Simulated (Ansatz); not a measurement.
## FH3SeSi, SMILES F[SiH2][SeH]: harmonic frequencies at the relaxed geometry

Run with the Python package of Ansatz (0.2.0).

`fh3sesi.xyz`
```text
6

F    -1.94040    0.52050   -0.40630
Si   -0.40570   -0.00730   -0.39090
Se    0.48650    0.41330    1.64020
H    -0.32200   -1.44210   -0.64740
H     0.38520    0.67140   -1.44660
H     1.83850   -0.21980    1.20480
```

`run_freq.py`
```python
# -*- coding: utf-8 -*-
"""Vibrations and zero-point energy of FH3SeSi."""

import itertools

import ansatz as az
from ase import Atoms
from ase.data import atomic_numbers, covalent_radii
from ase.thermochemistry import IdealGasThermo
import numpy as np

SETTINGS = {
    "basis_set": "def2-SVP",
    "functional": "B3LYP",
    "dispersion": "d4",
}

geometry = az.Crystal.molecule_from_extxyz("fh3sesi.xyz")

calc = (
    geometry.calculation()
    .basis(gaussian=SETTINGS["basis_set"])
    .functional(SETTINGS["functional"], dispersion=SETTINGS["dispersion"])
)
symbols = [site.symbol for site in geometry.cartesian_sites]
start = np.array([site.position_ang for site in geometry.cartesian_sites], dtype=float)
def progress(event):
    if event["event"] == "relax_step":
        row = event["data"]
        print(f"step {row['step']:3d}  E = {row['lagrangian_ev']:.6f} eV  largest force component {row['allowed_force_max_ev_ang']:.4f} eV/A")


summary = calc.relax(force_tolerance=0.003).session().plan().execute(on_event=progress).report
end = np.array(summary["positions_ang"])

# pairs closer than 1.2 times the sum of covalent radii, before or after
radius = [covalent_radii[atomic_numbers[s]] for s in symbols]
span = lambda where, i, j: np.linalg.norm(where[i] - where[j])
bonded = [(i, j) for i, j in itertools.combinations(range(len(symbols)), 2) if min(span(start, i, j), span(end, i, j)) < 1.2 * (radius[i] + radius[j])]
print("pair        before    after (A)")
for i, j in bonded:
    print(f"{symbols[i]}{i}-{symbols[j]}{j}".ljust(10), f"{span(start, i, j):8.4f} {span(end, i, j):8.4f}")

# same settings at the minimum
minimum = az.Crystal.molecule()
for symbol, place in zip(symbols, end):
    minimum = minimum.atom(symbol, place.tolist())
vibrating = minimum.calculation()
vibrating = vibrating.basis(gaussian=SETTINGS["basis_set"])
vibrating = vibrating.functional(SETTINGS["functional"], dispersion=SETTINGS["dispersion"])
vibrating = vibrating.phonons(temperatures=(100, 500, 100))
vib = vibrating.run(threads=1).report["vibrations"]
sums = vib["harmonic_sums"]
modes = [m["omega_inv_cm"] for m in sums["modes_at_gamma"] if m["rigid_motion"] == "no"]
print("frequencies (1/cm):", " ".join(f"{w:.0f}" for w in modes))
print("imaginary modes:", sum(w < 0 for w in modes), " zero-point energy:", round(sums["zero_point_energy_ev"], 4), "eV")
# rigid rotor and ideal gas, symmetry number taken as one
gas = IdealGasThermo(vib_energies=[w / 8065.544 for w in modes if w > 0], geometry="linear" if len(modes) == 3 * len(symbols) - 5 else "nonlinear",
                     atoms=Atoms(symbols, positions=end), symmetrynumber=1, spin=0.0)
print(f"H(298 K) - E = {gas.get_enthalpy(298.15, verbose=False):.4f} eV")
print(f"S(298 K, 1 bar) = {96485.33 * gas.get_entropy(298.15, 1e5, verbose=False):.1f} J/(mol K) with symmetry number 1")
```

```console
$ python run_freq.py
step   1  E = -75983.944180 eV  largest force component 1.2124 eV/A
step   2  E = -75984.003601 eV  largest force component 0.4114 eV/A
step   3  E = -75984.045245 eV  largest force component 0.1409 eV/A
step   4  E = -75984.046877 eV  largest force component 0.1529 eV/A
step   5  E = -75984.047334 eV  largest force component 0.0205 eV/A
step   6  E = -75984.047395 eV  largest force component 0.0091 eV/A
step   7  E = -75984.047419 eV  largest force component 0.0055 eV/A
step   8  E = -75984.047421 eV  largest force component 0.0015 eV/A
step   9  E = -75984.047426 eV  largest force component 0.0063 eV/A
step  10  E = -75984.047660 eV  largest force component 0.0038 eV/A
step  11  E = -75984.047784 eV  largest force component 0.0347 eV/A
step  12  E = -75984.047925 eV  largest force component 0.0770 eV/A
step  13  E = -75984.048156 eV  largest force component 0.1086 eV/A
step  14  E = -75984.048220 eV  largest force component 0.2078 eV/A
step  15  E = -75984.049291 eV  largest force component 0.1924 eV/A
step  16  E = -75984.060124 eV  largest force component 0.0770 eV/A
step  17  E = -75984.062303 eV  largest force component 0.2939 eV/A
step  18  E = -75984.090361 eV  largest force component 0.0956 eV/A
step  19  E = -75984.097773 eV  largest force component 0.6825 eV/A
step  20  E = -75984.137210 eV  largest force component 0.1001 eV/A
step  21  E = -75984.119414 eV  largest force component 0.3449 eV/A
step  22  E = -75984.145344 eV  largest force component 0.0682 eV/A
step  23  E = -75984.148557 eV  largest force component 0.0220 eV/A
step  24  E = -75984.148491 eV  largest force component 0.0360 eV/A
step  25  E = -75984.148881 eV  largest force component 0.0068 eV/A
step  26  E = -75984.148886 eV  largest force component 0.0079 eV/A
step  27  E = -75984.148888 eV  largest force component 0.0005 eV/A
pair        before    after (A)
F0-Si1       1.6230   1.6276
Si1-Se2      2.2579   2.2784
Si1-H3       1.4599   1.4840
Si1-H4       1.4835   1.4837
Se2-H5       1.5551   1.4766
frequencies (1/cm): 184 211 402 487 715 775 866 913 951 2255 2271 2408
imaginary modes: 0  zero-point energy: 0.771 eV
H(298 K) - E = 0.9288 eV
S(298 K, 1 bar) = 305.8 J/(mol K) with symmetry number 1
```

These settings explore the input space; basis and method may be short of convergence. The frequencies are harmonic and unscaled, in a modest basis. b3lyp holds the VWN-RPA fit, as in Gaussian; the form of ORCA and Turbomole is b3lyp5. The entropy takes a symmetry number of 1; a symmetric molecule's is lower by R ln(sigma). Run time: 2.3 min on 1 thread of Arm Neoverse V1 (shared host), peak memory 0.28 GiB.
